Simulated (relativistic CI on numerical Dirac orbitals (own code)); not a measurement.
# W XII (W¹¹⁺): levels and lines

Aim: the low levels of W¹¹⁺, their labels and the strongest lines; runs with one setting changed show what the result hangs on.

Program: relativistic CI on numerical Dirac orbitals (own code) version 4. Level of theory: Dirac-Coulomb-Breit CI, KLI orbitals optimised for each configuration, model QED (radiative potential, 1s self-energy scaled to tabulated hydrogen-like ionisation energies). These are calculated values, not measurements, unless marked.

### Step 1. What is computed

- ion: W¹¹⁺ (W XII)
- nuclear charge: 74
- electrons: 63
- isotope: A = 184
- first configuration typed: [Kr] 4d10 4f13 5s2 5p2

Outer shells as boxes (Hund's rule):

first configuration typed
```
[Kr] core
4d [↑↓][↑↓][↑↓][↑↓][↑↓]
4f [↑↓][↑↓][↑↓][↑↓][↑↓][↑↓][↑ ]
5s [↑↓]
5p [↑ ][↑ ][  ]
```

### Step 2. The main run

Settings of the run:

```ini
atom W  Z=74  charge=11  electrons=63
nucleus A=184  rms_radius_fm=5.3658
hamiltonian dirac-coulomb  breit=on  qed=on  c_scale=1
orbitals kli  potential=per-configuration
slater_scale 1
correlation none
mixing on
configurations
  [Kr] 4d10 4f13 5s2 5p2
  [Kr] 4d10 4f12 5s2 5p3
  [Kr] 4d10 4f14 5s2 5p
  [Kr] 4d10 4f13 5s 5p3
  [Kr] 4d10 4f14 5s 5p2
  [Kr] 4d10 4f13 5s2 5p 5d
  [Kr] 4d10 4f12 5s 5p4
  [Kr] 4d10 4f14 5s2 5d
  [Kr] 4d10 4f14 5p3
  [Kr] 4d10 4f13 5s2 5p 5f
  [Kr] 4d10 4f14 5s2 6s
  [Kr] 4d10 4f13 5s2 5p 5g
  [Kr] 4d10 4f11 5s2 5p4
  [Kr] 4d10 4f10 5s2 5p5
  [Kr] 4d10 4f11 5s 5p5
  [Kr] 4d10 4f13 5p4
  [Kr] 4d10 4f12 5p5
  [Kr] 4d10 4f13 5s2 5d2
  [Kr] 4d10 4f14 5s 5d2
  [Kr] 4d10 4f14 5s 5p 5d
  [Kr] 4d10 4f14 5s 5d 5f
end
```

Launch:

```console
$ python run_levels.py task.json out
```

One command runs all members of the session, one after another, from task.json.

The program writes no log. Results of the run, from its result record (rounded, main fields):

```text
status: converged
levels [i, E_cm, J2, conf, term, w_term, jj, w_jj, g, tau_s, A_per_gI_MHz, B_per_Q_MHz]:
  - [0, 0, 7, "4f13 5s2 5p2", "2F*", 0.3176, "4f7/2^7 5p1/2^2", 0.9654, 1.149, "-", 1504, 2507]
  - [1, 6800.75, 1, "4f14 5s2 5p", "2P*", 0.964, "5p1/2", 0.964, 0.6636, "-", 7.004e+04, "-"]
  - [2, 20508.204, 5, "4f13 5s2 5p2", "2F*", 0.3268, "4f5/2^5 4f7/2^8 5p1/2^2", 0.961, 0.8539, 0.006016, 2855, 1701]
  - [3, 86370.861, 9, "4f13 5s2 5p2", "4F*", 0.6292, "4f7/2^7 5p1/2 5p3/2", 0.9556, 1.268, 0.0001227, -2963, 1.538e+04]
  - [4, 92946.378, 3, "4f13 5s2 5p2", "2P*", 0.4105, "4f7/2^7 5p1/2 5p3/2", 0.5433, 1.215, 0.0003107, -7403, 6353]
  - [5, 93426.429, 5, "4f13 5s2 5p2", "2F*", 0.4145, "4f7/2^7 5p1/2 5p3/2", 0.8776, 1.002, 0.0001072, 7714, 1352]
  - [6, 99003.631, 3, "4f13 5s2 5p2", "4F*", 0.7578, "4f5/2^5 4f7/2^8 5p1/2 5p3/2", 0.9139, 0.5412, 0.0001363, 1.935e+04, 4509]
  - [7, 99360.006, 7, "4f13 5s2 5p2", "2G*", 0.4144, "4f7/2^7 5p1/2 5p3/2", 0.9421, 1.094, 9.779e-05, 5060, -1.545e+04]
  - [8, 101897.07, 11, "4f13 5s2 5p2", "2H*", 0.5478, "4f7/2^7 5p1/2 5p3/2", 0.8793, 1.159, 0.004463, 8884, 7939]
  - [9, 104425.4, 5, "4f13 5s2 5p2", "2D*", 0.6712, "4f7/2^7 5p1/2 5p3/2", 0.8624, 1.187, 0.001568, -2736, -1.067e+04]
  - [10, 107041.23, 9, "4f13 5s2 5p2", "2G*", 0.3927, "4f7/2^7 5p1/2 5p3/2", 0.6459, 1.135, 0.000606, 7053, -4932]
  - [11, 107713.71, 7, "4f13 5s2 5p2", "2F*", 0.5127, "4f7/2^7 5p1/2 5p3/2", 0.7897, 1.217, 0.0008153, 891.2, -6368]
  - [12, 111053.91, 15, "4f12 5s2 5p3", "4I*", 0.4701, "4f7/2^6 5p3/2", 0.8918, 1.226, "-", 2684, 1.501e+04]
  - [13, 113717.18, 7, "4f13 5s2 5p2", "4G*", 0.3953, "4f5/2^5 4f7/2^8 5p1/2 5p3/2", 0.9573, 1.068, 9.456e-05, -1258, 7912]
  - [14, 115905.01, 5, "4f13 5s2 5p2", "4G*", 0.4853, "4f5/2^5 4f7/2^8 5p1/2 5p3/2", 0.799, 0.7746, 0.000118, 1.001e+04, -1.025e+04]
  - [15, 119476.64, 3, "4f14 5s2 5p", "2P*", 0.5773, "5p3/2", 0.5773, 1.261, 0.0001415, 125.2, 9981]
  - [16, 119529.13, 1, "4f13 5s2 5p2", "2P*", 0.6196, "4f5/2^5 4f7/2^8 5p1/2 5p3/2", 0.9216, 0.4438, 0.002093, -2.327e+04, "-"]
  - [17, 119907.52, 11, "4f12 5s2 5p3", "4G*", 0.2722, "4f7/2^6 5p3/2", 0.8078, 1.197, 0.005673, 2834, -1428]
  - [18, 119937.14, 9, "4f13 5s2 5p2", "2H*", 0.5763, "4f5/2^5 4f7/2^8 5p1/2 5p3/2", 0.9057, 0.9932, 0.003736, 1.152e+04, 1.073e+04]
  - [19, 122827.12, 13, "4f12 5s2 5p3", "4H*", 0.4949, "4f7/2^6 5p3/2", 0.8472, 1.213, 0.06088, 2074, -7185]
  - [20, 123965.39, 9, "4f12 5s2 5p3", "2G*", 0.2429, "4f7/2^6 5p3/2", 0.82, 1.165, 0.005802, 2273, -820.5]
  - [21, 124244.06, 7, "4f13 5s2 5p2", "2G*", 0.3894, "4f5/2^5 4f7/2^8 5p1/2 5p3/2", 0.5417, 0.9674, 0.002243, 7751, -69.41]
  - [22, 127860.24, 9, "4f12 5s2 5p3", "4F*", 0.2148, "4f7/2^6 5p3/2", 0.4886, 1.197, 0.001289, 3625, -3842]
  - [23, 128256.9, 5, "4f13 5s2 5p2", "4D*", 0.2111, "4f5/2^5 4f7/2^8 5p1/2 5p3/2", 0.5111, 0.9407, 0.0003353, -2088, -123.4]
  - [24, 129814.85, 3, "4f13 5s2 5p2", "2D*", 0.5924, "4f5/2^5 4f7/2^8 5p1/2 5p3/2", 0.8161, 0.9059, 0.0004174, -6542, -7920]
  - [25, 130031.95, 11, "4f12 5s2 5p3", "4G*", 0.282, "4f7/2^6 5p3/2", 0.8281, 1.195, 0.01678, 2288, 3253]
  - [26, 131797.1, 7, "4f12 5s2 5p3", "4G*", 0.176, "4f7/2^6 5p3/2", 0.5143, 1.071, 0.001702, 3531, -5092]
  - [27, 133660.07, 13, "4f12 5s2 5p3", "4I*", 0.3376, "4f5/2^5 4f7/2^7 5p3/2", 0.9416, 1.121, 0.003421, 3290, 1.499e+04]
  - [28, 134119.38, 5, "4f12 5s2 5p3", "2F*", 0.2405, "4f7/2^6 5p3/2", 0.5592, 0.944, 0.001476, 1023, 1713]
  - [29, 136123.5, 7, "4f12 5s2 5p3", "4F*", 0.1868, "4f5/2^5 4f7/2^7 5p3/2", 0.6033, 1.172, 0.001734, 2782, -4583]
  - [30, 139747.12, 9, "4f12 5s2 5p3", "4H*", 0.2526, "4f5/2^5 4f7/2^7 5p3/2", 0.6761, 1.042, 0.001356, 2323, -2436]
  - [31, 140295.98, 5, "4f12 5s2 5p3", "6F*", 0.2411, "4f5/2^5 4f7/2^7 5p3/2", 0.4754, 1.107, 0.004021, 2787, -1483]
  - [32, 142317.92, 11, "4f12 5s2 5p3", "4H*", 0.291, "4f5/2^5 4f7/2^7 5p3/2", 0.8394, 1.117, 0.00358, 2667, -3426]
  - [33, 145268.93, 3, "4f12 5s2 5p3", "4D*", 0.3195, "4f7/2^6 5p3/2", 0.4187, 1.102, 0.002179, 1255, -3305]
  - [34, 145523.66, 11, "4f12 5s2 5p3", "2H*", 0.2345, "4f5/2^5 4f7/2^7 5p3/2", 0.915, 1.082, 0.006222, 3348, 8822]
  - [35, 145657.16, 7, "4f12 5s2 5p3", "4G*", 0.2449, "4f5/2^5 4f7/2^7 5p3/2", 0.6499, 1.123, 0.002347, 2715, 3538]
  - [36, 147616.55, 5, "4f12 5s2 5p3", "4G*", 0.2125, "4f5/2^4 4f7/2^8 5p3/2", 0.3227, 0.8535, 0.001273, 1892, 2248]
  - [37, 147749.59, 9, "4f12 5s2 5p3", "2H*", 0.2193, "4f5/2^5 4f7/2^7 5p3/2", 0.9055, 1.082, 0.004234, 2845, -3218]
  - [38, 149399.72, 1, "4f12 5s2 5p3", "4D*", 0.4315, "4f7/2^6 5p3/2", 0.4389, -0.02463, 0.008632, -1354, "-"]
  - [39, 149927.24, 5, "4f12 5s2 5p3", "2F*", 0.2214, "4f5/2^5 4f7/2^7 5p3/2", 0.5993, 1.074, 0.001687, 2763, -5473]
  - [40, 150785.19, 7, "4f12 5s2 5p3", "2F*", 0.2921, "4f5/2^5 4f7/2^7 5p3/2", 0.7327, 0.9966, 0.001571, 3713, -3563]
  - [41, 152438.51, 9, "4f12 5s2 5p3", "4G*", 0.2133, "4f5/2^5 4f7/2^7 5p3/2", 0.8847, 1.135, 0.003474, 2977, 4963]
  - [42, 154537.13, 7, "4f12 5s2 5p3", "2G*", 0.2463, "4f5/2^5 4f7/2^7 5p3/2", 0.4631, 0.9998, 0.00253, 2831, 1771]
  - [43, 157550.84, 3, "4f12 5s2 5p3", "4F*", 0.5313, "4f5/2^5 4f7/2^7 5p3/2", 0.7896, 0.6846, 0.0009333, -204, 283.6]
  - [44, 161165.82, 5, "4f12 5s2 5p3", "2D*", 0.2185, "4f5/2^4 4f7/2^8 5p3/2", 0.4184, 1.073, 0.001478, 1737, 2556]
  - "... 155 more rows left out ..."
lines, the strongest and those to the lowest levels [upper, lower, type, S_au, A_per_s, branching]:
  - [3, 0, "M1", 4.687, 8146, 0.9992]
  - [4, 1, "M1", 0.592, 2552, 0.7929]
  - [4, 2, "M1", 0.221, 566.6, 0.176]
  - [5, 0, "M1", 2.402, 8807, 0.944]
  - [5, 2, "M1", 0.2844, 495.8, 0.05314]
  - [6, 2, "M1", 2.118, 6907, 0.9412]
  - [7, 0, "M1", 3.087, 1.021e+04, 0.9985]
  - [8, 0, "E2", 2.073, 212.6, 0.9486]
  - [10, 0, "M1", 0.4841, 1602, 0.9706]
  - [11, 0, "M1", 0.2045, 861.7, 0.7025]
  - [13, 2, "M1", 3.757, 1.026e+04, 0.97]
  - [14, 0, "M1", 0.1264, 884.7, 0.1044]
  - [14, 2, "M1", 1.908, 7447, 0.8787]
  - [15, 1, "M1", 0.6313, 6089, 0.8618]
  - [15, 1, "E2", 1.328, 675.2, 0.09555]
  - [22, 0, "E2", 1.519, 581.4, 0.7492]
  - [23, 2, "M1", 0.4776, 2686, 0.9005]
  - [24, 2, "M1", 0.2136, 1881, 0.7853]
n_levels_all: 3031
total_energy [Ha]: -16090.853965
configurations [conf, odd, states, E_av_cm, breit_Ha, qed_Ha, corr_Ha]:
  - ["4f13 5s2 5p2", 1, 210, 156365, 17.16, 11.67, "-"]
  - ["4f12 5s2 5p3", 1, 1820, 268510, 17.17, 11.67, "-"]
  - ["4f14 5s2 5p", 1, 6, 91651.6, 17.14, 11.67, "-"]
  - ["4f13 5s 5p3", 0, 560, 494812, 17.16, 11.66, "-"]
  - ["4f14 5s 5p2", 0, 30, 410946, 17.15, 11.66, "-"]
  - ["4f13 5s2 5p 5d", 0, 840, 615621, 17.15, 11.67, "-"]
  - ["4f12 5s 5p4", 0, 2730, 626442, 17.17, 11.67, "-"]
  - ["4f14 5s2 5d", 0, 10, 545835, 17.14, 11.67, "-"]
  - ["4f14 5p3", 1, 20, 766415, 17.15, 11.66, "-"]
  - ["4f13 5s2 5p 5f", 1, 1176, 1.0488e+06, 17.15, 11.67, "-"]
  - ["4f14 5s2 6s", 0, 2, 783923, 17.14, 11.67, "-"]
  - ["4f13 5s2 5p 5g", 0, 1512, 1.31764e+06, 17.15, 11.67, "-"]
  - ["4f11 5s2 5p4", 1, 5460, 430980, 17.18, 11.68, "-"]
  - ["4f10 5s2 5p5", 1, 6006, 646620, 17.2, 11.68, "-"]
  - "... 7 more rows left out ..."
radial 4f13 5s2 5p2 [Ha, bohr]: {"<r^-3>(4f)": 20.698, "<r^1>(4f)": 0.56374, "<r^2>(4f)": 0.38345, "<r^4>(4f)": 0.29, "<r^6>(4f)": 0.37711, "zeta(4f)": 0.022521, "<r^-3>(5p)": 175.21, "<r^1>(5p)": 1.0866, "<r^2>(5p)": 1.3188, "<r^4>(5p)": 2.4485, "F2(5p,5p)": 0.44976, "F2(4f,5p)": 0.33668, "G2(4f,5p)": 0.13607, "G4(4f,5p)": 0.11518, "zeta(5p)": 0.32685}
radial 4f12 5s2 5p3 [Ha, bohr]: {"<r^-3>(4f)": 21.336, "<r^1>(4f)": 0.55376, "<r^2>(4f)": 0.36863, "<r^4>(4f)": 0.26492, "<r^6>(4f)": 0.32574, "F2(4f,4f)": 0.81929, "F4(4f,4f)": 0.52189, "F6(4f,4f)": 0.37778, "zeta(4f)": 0.023473, "<r^-3>(5p)": 179.6, "<r^1>(5p)": 1.0766, "<r^2>(5p)": 1.2945, "<r^4>(5p)": 2.358, "F2(5p,5p)": 0.45372, "F2(4f,5p)": 0.33817, "G2(4f,5p)": 0.13308, "G4(4f,5p)": 0.11353, "zeta(5p)": 0.33644}
ionisation_energy [eV]: 230.827
```

Run time: 4 s. Hardware: 1 thread of Arm Neoverse N1, shared host.

The same levels in spectroscopic notation (° marks odd parity):

| level | energy (cm⁻¹) | LS purity (%) | jj purity (%) | radiative lifetime (s) |
| --- | --- | --- | --- | --- |
| 4f13 5s2 5p2 [4f7/2^7 5p1/2^2] J=7/2° | 0.0 | 32 | 97 | - |
| 5p 2P°1/2 | 6800.8 | 96 | 96 | - |
| 4f13 5s2 5p2 [4f5/2^5 4f7/2^8 5p1/2^2] J=5/2° | 20508 | 33 | 96 | 0.006 |
| 4f13 5s2 5p2 [4f7/2^7 5p1/2 5p3/2] J=9/2° | 86371 | 63 | 96 | 0.00012 |
| 4f13 5s2 5p2 2P°3/2 + 5p 2P° | 92946 | 41 | 54 | 0.00031 |
| 4f13 5s2 5p2 [4f7/2^7 5p1/2 5p3/2] J=5/2° | 93426 | 41 | 88 | 0.00011 |
| 4f13 5s2 5p2 4F°3/2 | 99004 | 76 | 91 | 0.00014 |
| 4f13 5s2 5p2 [4f7/2^7 5p1/2 5p3/2] J=7/2° | 99360 | 41 | 94 | 9.8e-05 |
| 4f13 5s2 5p2 [4f7/2^7 5p1/2 5p3/2] J=11/2° | 101897 | 55 | 88 | 0.0045 |
| 4f13 5s2 5p2 2D°5/2 | 104425 | 67 | 86 | 0.0016 |
| 4f13 5s2 5p2 [4f7/2^7 5p1/2 5p3/2] J=9/2° (ii) | 107041 | 39 | 65 | 0.00061 |
| 4f13 5s2 5p2 [4f7/2^7 5p1/2 5p3/2] J=7/2° (ii) | 107714 | 51 | 79 | 0.00082 |
| 4f12 5s2 5p3 [4f7/2^6 5p3/2] J=15/2° | 111054 | 47 | 89 | - |
| 4f13 5s2 5p2 [4f5/2^5 4f7/2^8 5p1/2 5p3/2] J=7/2° | 113717 | 40 | 96 | 9.5e-05 |

Where the configurations lie:

| configuration | levels among the lowest 60 | parity | lowest (cm⁻¹) | highest (cm⁻¹) |
| --- | --- | --- | --- | --- |
| 4f13 5s2 5p2 | 18 | odd | 0.0 | 129815 |
| 5p | 2 | odd | 6800.8 | 119477 |
| 4f12 5s2 5p3 | 40 | odd | 111054 | 191732 |

Strongest E1 lines among the lowest 200 of 3031 levels, by gA:

| upper | lower | wavelength (nm) | A (1/s) |
| --- | --- | --- | --- |
| 5s 5p2 4P1/2 | 5p 2P°1/2 | 40.67 | 2.15e+09 |
| 5s 5p2 4P1/2 | 5p 2P°3/2 | 75.08 | 1.93e+07 |
| 5s 5p2 4P1/2 | 4f13 5s2 5p2 2P°3/2 + 5p 2P° | 62.61 | 1.58e+07 |
| 5s 5p2 4P1/2 | 4f13 5s2 5p2 [4f5/2^5 4f7/2^8 5p1/2 5p3/2] J=1/2° | 75.11 | 1.32e+07 |
| 5s 5p2 4P1/2 | 4f13 5s2 5p2 [4f5/2^5 4f7/2^8 5p1/2 5p3/2] J=3/2° (ii) | 81.40 | 6.25e+06 |
| 5s 5p2 4P1/2 | 4f13 5s2 5p2 4F°3/2 | 65.08 | 5.06e+06 |
| 5s 5p2 4P1/2 | 4f12 5s2 5p3 4D°1/2 + 6F° | 96.84 | 8.22e+05 |
| 5s 5p2 4P1/2 | 4f12 5s2 5p3 2P°3/2 + 4D° | 126.9 | 3.76e+05 |
| 5s 5p2 4P1/2 | 4f12 5s2 5p3 4D°3/2 + 6F° | 93.11 | 3.09e+05 |
| 5s 5p2 4P1/2 | 4f12 5s2 5p3 [4f5/2^5 4f7/2^7 5p3/2] J=1/2° | 157.5 | 1.7e+05 |

(Part 1 of 2 ends here.)
